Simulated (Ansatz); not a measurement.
# GeCN2 (R-3m) in Ansatz: convergence with k mesh

Aim: find how far k mesh must go before the results for GeCN2 settle, at PBE0. This setting moves, with any that are tied to it; all else stays.

Program: Ansatz 0.2.0. These are calculated values, not measurements. Logs are shortened: lines on timing, memory, paths and dates and some standing lists are left out, and cuts for length are marked.

**1. Starting point**

Symmetry: R-3m, No. 166, trigonal system. The conventional cell has a = 3.588 Å, b = 3.588 Å, c = 14.766 Å, α = 90.00°, β = 90.00°, γ = 120.00°. Ge (site symmetry -3m) has 6 N at 2.40 Å as nearest neighbours. N (site symmetry 3m) has 1 C at 1.24 Å as nearest neighbours. C (site symmetry -3m) is surrounded by 2 N at 1.24 Å.

The cell comes from a database or a generator and needn't be the stable form of this composition.

**2. With k mesh 3 × 3 × 3**

Contents of input.yaml:

```yaml
crystal:
  lattice:
    - [1.7937903697, 1.0356453528, 4.9219572124]
    - [-1.7937903697, 1.0356453528, 4.9219572124]
    - [0.0, -2.0712907056, 4.9219572124]
  atoms:
    - { symbol: Ge, position: [0.0, 0.0, 0.0] }
    - { symbol: "N", position: [0.5839044, 0.5839044, 0.5839044] }
    - { symbol: "N", position: [0.4160956, 0.4160956, 0.4160956] }
    - { symbol: C, position: [0.5, 0.5, 0.5] }
hamiltonian:
  xc: pbe0
  pseudopotentials: { kind: paw }
kpoints:
  mp_grid: { grid: [3, 3, 3] }
scf:
  occupations: { method: gaussian, width: 0.1 }
output:
  forces: true
  stress: true
  eigenvalues: true
```

Potentials or basis: Ansatz PAW.

On the command line:

```bash
ansatz run input.yaml --threads 2 --pin off --max-ram 5632MiB --backend cpu --events-out ev --progress --plain --runs-dir out
```

Log:

```text
Warning: output.stress: scf.convergence.dr2_threshold = 1e-7 eV (the SCF's general default) is looser than the 4e-10 eV advised for a printed stress (1e-10 eV for each atom of the cell: 4). What an SCF threshold leaves in a stress goes as its square root, and in the free energy as the threshold itself, and one threshold admits the most on a small cell: of the crystals measured, under no hybrid functional and no lock of the moments, on runs that ended without the residual-converged pass, on stresses that held no estimate of that error, the worst erred by over 100 MPa in a component at 1e-7 eV an atom and by under 5 at 1e-10. Set scf.convergence.dr2_threshold to 4e-10 eV or tighter. The threshold is an SCF's pass mark: one that does not reach it within its budget of iterations ends unconverged, or closes short of it on a stop that the run arms, and scf.convergence.dr2_threshold's page says what that costs each kind of run
Warning: output.stress: scf.exx.energy_threshold = 1e-6 eV is looser than the 4e-8 eV advised for a stress under a hybrid functional (1e-8 eV for each atom of the cell: 4). Every SCF of the exchange loop can meet its threshold on dr2 while the loop round them stops early: no threshold on dr2 bounds what that leaves in the stress. Set scf.exx.energy_threshold to 4e-8 eV or tighter. The threshold is the loop's pass mark: a loop that does not reach it within its budget of cycles ends unconverged, and scf.exx.energy_threshold's page has the law
Warning: RAYON_NUM_THREADS=2 ignored (pool sized by the plan → 2); use --threads N
basis.fft_grid_basis auto: the FFT boxes are laid along the combinations [[1, 0, -1], [0, 1, -1], [0, 0, 1]] of the cell's own vectors, 3.588, 3.588 and 5.340 Å long. The dense box has 24×24×36 points. Along the cell's own vectors, as sized, it would have 36×36×36, 2.25 times as many. Of the 12 symmetry operations that the crystal satisfies within crystal.symmetry.tolerance (time reversal apart; of a slab, those that keep its plane) the dense box along the cell's own vectors carries 12, and the one as laid loses 8 of those. basis.fft_grid_basis: typed keeps the cell's own vectors: state it where this run's energies or levels are differenced outside the engine with another run's, or held beside a run that keeps those vectors.
Engine: ansatz 0.2.0, aarch64-unknown-linux-gnu
Pseudopotentials: kind: paw
Pseudopotential: Ge, paw, valence charge 14, recommended cutoff 420 eV (normal), Ge.paw.azcp
Pseudopotential: N, paw, valence charge 5, recommended cutoff 420 eV (normal), N.paw.azcp
Pseudopotential: C, paw, valence charge 4, recommended cutoff 420 eV (normal), C.paw.azcp
Functional definition: PBE0
  parameter a = 0.25
  parameter kappa = 0.804
  parameter beta = 0.06672455060314922
  exchange = (1 - a)*pbe_x(kappa = kappa, mu = beta*pi^2/3) + a*exact_x
  correlation = pbe_c(beta = beta)
Crystal: 4 atoms, lattice volume = 54.862 Å³
Basis set: ecut = 420 eV, 1037 PW (Γ), FFT grids on a1−a3, a2−a3, a3, exchange–correlation on 48×48×72 points (8 copies of the dense FFT grid, shifted against one another)
Bands: 18, of which v1, the nominal top of the filled ones, is band 14 counted from 1 (13 counted from 0)
Symmetry: 12 space group operations
Space group: R-3m (ITA 166), of the structure as read, at distance tolerance 3.8e-5 Å
k-points: 6 of 27
Non-local potential: Ge, projectors of the file, l = 0: 2, l = 1: 2, l = 2: 3, l = 3: 1
Non-local potential: N, projectors of the file, l = 0: 2, l = 1: 2, l = 2: 1
Non-local potential: C, projectors of the file, l = 0: 2, l = 1: 2, l = 2: 1
PAW form: soft (Blöchl's): semilocal exchange-correlation on the pseudo side does not see the compensation charge
PAW frozen core: Ge, regenerated for the run's functional, and the local potential with it (the file was generated under x = pbe(κ = 0.804, μ = 0.2195149727645171), c = pbe(β = 0.06672455060314922))
PAW frozen core: N, regenerated for the run's functional, and the local potential with it (the file was generated under x = pbe(κ = 0.804, μ = 0.2195149727645171), c = pbe(β = 0.06672455060314922))
PAW frozen core: C, regenerated for the run's functional, and the local potential with it (the file was generated under x = pbe(κ = 0.804, μ = 0.2195149727645171), c = pbe(β = 0.06672455060314922))
PAW one-centre angular grid: Ge, 590 points (default); XC on 64 Gauss nodes
PAW one-centre angular grid: N, 110 points (default); XC on 64 Gauss nodes
PAW one-centre angular grid: C, 110 points (default); XC on 64 Gauss nodes
Initial density: superposition of atomic densities (neutral atoms: chi_scale 0, normalization atom), corrected by the library's trained network
Initial wavefunctions: pseudopotential atomic-orbital guess
Functional: x = pbe(κ = 0.804, μ = 0.2195149727645171), c = pbe(β = 0.06672455060314922), warm-up for x = 0.75 pbe(κ = 0.804, μ = 0.2195149727645171) + 0.25 exact, c = pbe(β = 0.06672455060314922)
SCF iter   1: F=—  HF=-5312.629110 eV  |F-HF|=—  |Δ(HF+E_count)|=         —  Δρ=2.80e-3  dr2=3.16e-3  ethr=1.77e-3  ⟨swp⟩=5.7  Hψ=447  notcnv=0
[... 28 lines left out ...]
SCF iter   5: F=-5312.869295 eV  HF=-5312.869295 eV  |F-HF|=2.55e-9  |Δ(HF+E_count)|=   3.87e-9  Δρ=1.63e-6  dr2=1.01e-9  ethr=8.36e-12  ⟨swp⟩=3.0  Hψ=246  notcnv=0
SCF 3 converged in 5 iterations: F = -5312.869295 eV  dr2 = 1.01e-9
  Residual-converged pass: ⟨swp⟩=3.0  Hψ=231  notcnv=0  max |occ|·‖R‖ = 5.0e-7 eV (tolerance 6.3e-7 eV)  dr2=1.01e-9  dr2_onsite=2.61e-9  max |Δocc| = 2.4e-137
hybrid outer 2: dexx = +6.887e-7 eV, tail = 3.30e-8 eV, Δε = 1.95e-3 eV (about 6.10e-5 eV left of the loop's levels), ΔF = 7.58e-4 eV/Å (tail 3.03e-4)
hybrid SCF converged: 2 outer / 12 inner (+3 warm-up), last move |dexx| = 6.89e-7 eV, tail = 3.30e-8 eV
Stability not checked: this state was not tested for a lower state beside it, because the functional holds exact exchange (a hybrid, or Hartree-Fock), whose exchange loop this test does not read (fock_operator; see scf.lower_state_search)
Free energy (F): -5312.869295 eV
Frozen-core exchange: fock
Harris-Foulkes:  -5312.869295 eV  (|F-HF|=2.55e-9)
Internal energy: -5312.869295 eV  (E = F + TS)
E sigma→0 (E₀):  -5312.869295 eV
Fermi energy:    6.512358 eV
--- Per-component energies (eV) ---
  E_band       = -290.212061
  E_kinetic    = 454.521051
  E_local      = -3195.729950  (includes V_loc(G=0)·N_el)
  E_nonlocal   = 530.557543
  E_hartree    = 1304.031766
  E_xc         = -185.721177
  E_vxc        = -210.085447  (∫ρ·V_xc dr)
  E_exx        = -100.833632  (= α·E_x^exact, valence–valence)
  E_paw        = -2319.405639  (= ΣΔE_a)
  E_vpaw       = -275.871311  (= ΣTr[D̂ρ^β])
  E_aug_tail   = 0.000459  (compensation charges beyond the density's cutoff)
  E_ewald      = -1799.826404
  E_core_change = -0.463312  (= ΣΔE_core)
  E_smearing   = -0.000000  (= −TS)
  E_closure    = -0.000000  (closes the sum)
  Σ components = -5312.869295   (vs F -5312.869295, Δ=0.00e0)
--- Forces (eV/Å), atoms counted from 1 ---
  atom   1  Ge     0.00000000     0.00000000     0.00000000
  atom   2  N     -0.00000000    -0.00000000    -0.93846195
  atom   3  N      0.00000000     0.00000000     0.93846195
  atom   4  C     -0.00000000     0.00000000     0.00000000
  max |Σ_I F_I| component: 4.44e-16 eV/Å
--- Stress (GPa, compression-positive) ---
       -1.142551       0.000000       0.000000
        0.000000      -1.142551       0.000000
        0.000000       0.000000      -9.069956
  P = ⅓ Tr σ = -3.7850 GPa (-37.850 kbar)
--- Band table (eV; the first three rows and the last of 6) ---
  k-point 0: bands = ["-22.5664", "-22.5664", "-22.5569", "-22.5495", "-22.5495", "-15.9921", "-13.6070", "-6.5204", "-0.9428", "-0.5331", "-0.5331", "3.0920", "3.1824", "3.1824", "9.4667", "10.3135", "10.3135", "12.0555"]
  k-point 1: bands = ["-22.5771", "-22.5604", "-22.5550", "-22.5482", "-22.5459", "-15.7137", "-13.5085", "-5.4620", "-2.6887", "-0.9260", "-0.6683", "1.3242", "2.0797", "2.2684", "9.7672", "11.7880", "11.9481", "12.8830"]
  k-point 2: bands = ["-22.5776", "-22.5604", "-22.5551", "-22.5481", "-22.5459", "-15.6655", "-13.5970", "-5.2578", "-1.7743", "-1.5769", "-1.0560", "-0.7865", "3.2771", "4.6313", "9.3615", "10.2841", "11.0749", "12.4826"]
  k-point 5: bands = ["-22.5777", "-22.5603", "-22.5551", "-22.5481", "-22.5459", "-15.6091", "-13.7061", "-4.7269", "-2.7783", "-2.0101", "-0.8945", "0.4110", "2.6860", "4.7944", "9.4949", "10.0534", "10.5714", "13.5013"]
```

Wall time 8 s (2 threads of Arm Neoverse V1, shared host); peak memory 0.54 GiB.

What came out:

* Free energy: -5312.8693 eV
* Pressure: -3.8 GPa
* Largest force: 0.938 eV/Å
* Band gap on the k mesh: 3.43 eV, indirect (least direct gap 4.34 eV)

**3. With k mesh 4 × 4 × 4**

Edit input.yaml of step 2 so:

```diff
@@ -14,3 +14,3 @@
 kpoints:
-  mp_grid: { grid: [3, 3, 3] }
+  mp_grid: { grid: [4, 4, 4] }
 scf:
```

Potentials or basis: Ansatz PAW.

On the command line:

```bash
ansatz run input.yaml --threads 2 --pin off --max-ram 5632MiB --backend cpu --events-out ev --progress --plain --runs-dir out
```

Wall time 16 s (2 threads of Arm Neoverse V1, shared host); peak memory 0.88 GiB.

What came out:

- Free energy: -5312.8398 eV
- Pressure: -3.4 GPa
- Largest force: 1.009 eV/Å
- Band gap on the k mesh: 2.36 eV, indirect (least direct gap 3.45 eV)

**4. With k mesh 5 × 5 × 5**

Edit input.yaml of step 3 so:

```diff
@@ -14,3 +14,3 @@
 kpoints:
-  mp_grid: { grid: [4, 4, 4] }
+  mp_grid: { grid: [5, 5, 5] }
 scf:
```

On the command line:

```bash
ansatz run input.yaml --threads 2 --pin off --max-ram 5632MiB --backend cpu --events-out ev --progress --plain --runs-dir out
```

Run time: 28 s. Hardware: 2 threads of Arm Neoverse V1, shared host; peak memory 1.3 GiB.

What came out:

```yaml
Free_energy: -5312.8488 eV
Pressure: -3.5 GPa
Largest_force: 1.000 eV/Å
Band_gap_on_the_k_mesh: 2.78 eV, indirect (least direct gap 3.65 eV)
```

**5. With k mesh 6 × 6 × 6**

Edit input.yaml of step 4 so:

```diff
@@ -14,3 +14,3 @@
 kpoints:
-  mp_grid: { grid: [5, 5, 5] }
+  mp_grid: { grid: [6, 6, 6] }
 scf:
```

On the command line:

```bash
ansatz run input.yaml --threads 2 --pin off --max-ram 5632MiB --backend cpu --events-out ev --progress --plain --runs-dir out
```

Wall time 46 s (2 threads of Arm Neoverse V1, shared host); peak memory 2.1 GiB.

Results:

| Quantity | Value |
| --- | --- |
| Free energy | -5312.8466 eV |
| Pressure | -3.5 GPa |
| Largest force | 1.004 eV/Å |
| Band gap on the k mesh | 2.34 eV, indirect (least direct gap 3.43 eV) |

**6. With k mesh 8 × 8 × 8**

Edit input.yaml of step 5 so:

```diff
@@ -14,3 +14,3 @@
 kpoints:
-  mp_grid: { grid: [6, 6, 6] }
+  mp_grid: { grid: [8, 8, 8] }
 scf:
```

Potentials or basis: Ansatz PAW.

On the command line:

```bash
ansatz run input.yaml --threads 2 --pin off --max-ram 5632MiB --backend cpu --events-out ev --progress --plain --runs-dir out
```

Run time: 2 min. Hardware: 2 threads of Arm Neoverse V1, shared host; peak memory 4.5 GiB.

Results (log left out):

| Item | Value |
| --- | --- |
| Free energy | -5312.8471 eV |
| Pressure | -3.5 GPa |
| Largest force | 1.003 eV/Å |
| Band gap on the k mesh | 2.33 eV, indirect (least direct gap 3.43 eV) |

**7. With k mesh 10 × 10 × 10**

Edit input.yaml of step 6 so:

```diff
@@ -14,3 +14,3 @@
 kpoints:
-  mp_grid: { grid: [8, 8, 8] }
+  mp_grid: { grid: [10, 10, 10] }
 scf:
```

On the command line:

```bash
ansatz run input.yaml --threads 2 --pin off --max-ram 5632MiB --backend cpu --events-out ev --progress --plain --runs-dir out
```

Run time: 3.9 min. Hardware: 2 threads of Arm Neoverse V1, shared host; peak memory 4.7 GiB.

The run converged. Its results:

- Free energy: -5312.8472 eV
- Pressure: -3.5 GPa
- Largest force: 1.003 eV/Å
- Band gap on the k mesh: 2.33 eV, indirect (least direct gap 3.43 eV)

**8. With k mesh 12 × 12 × 12**

Edit input.yaml of step 7 so:

```diff
@@ -14,3 +14,3 @@
 kpoints:
-  mp_grid: { grid: [10, 10, 10] }
+  mp_grid: { grid: [12, 12, 12] }
 scf:
```

On the command line:

```bash
ansatz run input.yaml --threads 2 --pin off --max-ram 5632MiB --backend cpu --events-out ev --progress --plain --runs-dir out
```

Wall time 13 min (2 threads of Arm Neoverse V1, shared host).

The run was cut off at its time limit.

**9. Summary**

```tsv
k mesh	energy less the tightest run, at zero smearing (meV/atom)	pressure (GPa)	largest force (eV/Å)	gap on the mesh (eV)	SCF cycles	CPU time (s)	peak memory (GiB)
3 × 3 × 3	-5.51	-3.79	0.938	3.433	15	14	0.54
4 × 4 × 4	1.86	-3.42	1.009	2.362	16	29	0.88
5 × 5 × 5	-0.39	-3.49	1.000	2.779	15	52	1.3
6 × 6 × 6	0.16	-3.45	1.004	2.343	15	85	2.1
8 × 8 × 8	0.03	-3.46	1.003	2.331	15	220	4.5
10 × 10 × 10	0.00	-3.46	1.003	2.330	15	410	4.7
12 × 12 × 12	timed out after 800 s	-	-	-	-	-	-
```

Against the tightest run, the energy stays within 1 meV/atom from 5 × 5 × 5 on; the pressure stays within 0.1 GPa from 4 × 4 × 4 on; the largest force stays within 0.005 eV/Å from 5 × 5 × 5 on; the gap on the mesh stays within 0.01 eV from 8 × 8 × 8 on. Meshes of other sizes hit other points, so gaps and Fermi surfaces needn't settle smoothly. The tightest run that finished is the yardstick and may itself not be fully converged.

Caveats: the PAW data sets come from PBE, with cores solved anew for the run's functional, which leaves a small shift of forces and pressure; forces of over 1 eV/Å show positions far from the minimum, so gaps and moduli don't describe the material at rest; the thresholds are loose for stress.
